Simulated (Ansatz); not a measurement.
# ScGa2AsP2: what a guessed cell relaxes into

Aim: relax a trial structure of ScGa2AsP2 and see where it ends.

Program: Ansatz 0.2.0. Level of theory: DFT PBE, scalar-relativistic, plane waves, PAW. These are calculated values, not measurements.

## Step 1: Starting point

Symmetry: P4/mmm, No. 123, tetragonal system. Conventional cell: a = 4.068 Å, b = 4.068 Å, c = 7.227 Å, α = 90.00°, β = 90.00°, γ = 90.00°. Sc (site symmetry 4/mmm) is surrounded by 4 P at 2.03 Å. Ga (site symmetry 4mm) has 1 Ga at 1.97 Å and 4 P at 2.26 Å in its first shell of neighbours. P (site symmetry mmm) is surrounded by 2 Sc at 2.03 Å and 4 Ga at 2.26 Å. As (site symmetry 4/mmm) has 2 Sc at 3.61 Å and 8 Ga at 3.90 Å in its first shell of neighbours.

As a file:

```cif
data_structure
_symmetry_space_group_name_H-M 'P 1'
_symmetry_Int_Tables_number 1
_cell_length_a 4.0680
_cell_length_b 4.0680
_cell_length_c 7.2271
_cell_angle_alpha 90.000
_cell_angle_beta 90.000
_cell_angle_gamma 90.000
_cell_volume 119.60
loop_
_atom_site_label
_atom_site_type_symbol
_atom_site_fract_x
_atom_site_fract_y
_atom_site_fract_z
_atom_site_occupancy
Sc1 Sc 0.50000 0.50000 0.00000 1
Ga1 Ga 0.00000 0.00000 0.86340 1
Ga2 Ga 0.00000 0.00000 0.13660 1
P1 P 0.00000 0.50000 0.00000 1
P2 P 0.50000 0.00000 0.00000 1
As1 As 0.50000 0.50000 0.50000 1
```

A structure generator made this guess: random cell by space group and Wyckoff sites (P4/mmm, No. 123). The dimensions are guesses.

## Step 2: The guess as it stands, on a coarse mesh

Input file input.yaml:

```yaml
crystal:
  lattice:
    - [4.06796053, 0.0, 0.0]
    - [0.0, 4.06796053, 0.0]
    - [0.0, 0.0, 7.22709621]
  atoms:
    - { symbol: Sc, position: [0.5, 0.5, 0.0] }
    - { symbol: Ga, position: [0.0, 0.0, 0.86339963] }
    - { symbol: Ga, position: [0.0, 0.0, 0.13660037] }
    - { symbol: P, position: [0.0, 0.5, 0.0] }
    - { symbol: P, position: [0.5, 0.0, 0.0] }
    - { symbol: As, position: [0.5, 0.5, 0.5] }
basis:
  ecutwfc: 420
kpoints:
  mp_grid: { grid: [4, 4, 4] }
hamiltonian:
  xc: pbe
scf:
  occupations: { method: gaussian, width: 0.1 }
  lower_state_search: "off"
output:
  forces: true
  stress: true
  eigenvalues: true
```

Started as:

```console
$ ansatz run input.yaml --threads 1 --pin off --max-ram 2560MiB --backend cpu --events-out ev --progress --plain --runs-dir out
```

Further runs follow: rough relaxation on the coarse mesh; spin check on a coarse mesh; relaxation on the finer mesh.

What does the calculation give? Wanted: conventional cell; volume; energy over the elements, black P; gap on the mesh.

**Answer**, as computed:

```
                              quantity                                                                      value
symmetry at the end (tolerance 0.05 Å)                                               space group P4/mmm (No. 123)
                     conventional cell  a = 5.060 Å, b = 5.060 Å, c = 5.266 Å, α = 90.00°, β = 90.00°, γ = 90.00°
                                volume                                                              22.47 Å³/atom
     energy over the elements, black P                                                              +0.04 eV/atom
                       gap on the mesh                                                               none (metal)
```

**Reading.** The space group P4/mmm (No. 123) is kept, and the volume per atom grows by 12.7 % from the first guess. The formation energy of this structure is too near zero to say whether it is bound against the elements. No finished test with a distortion of lower symmetry is shown, so the end may be a saddle point. Other magnetic orders were not searched.
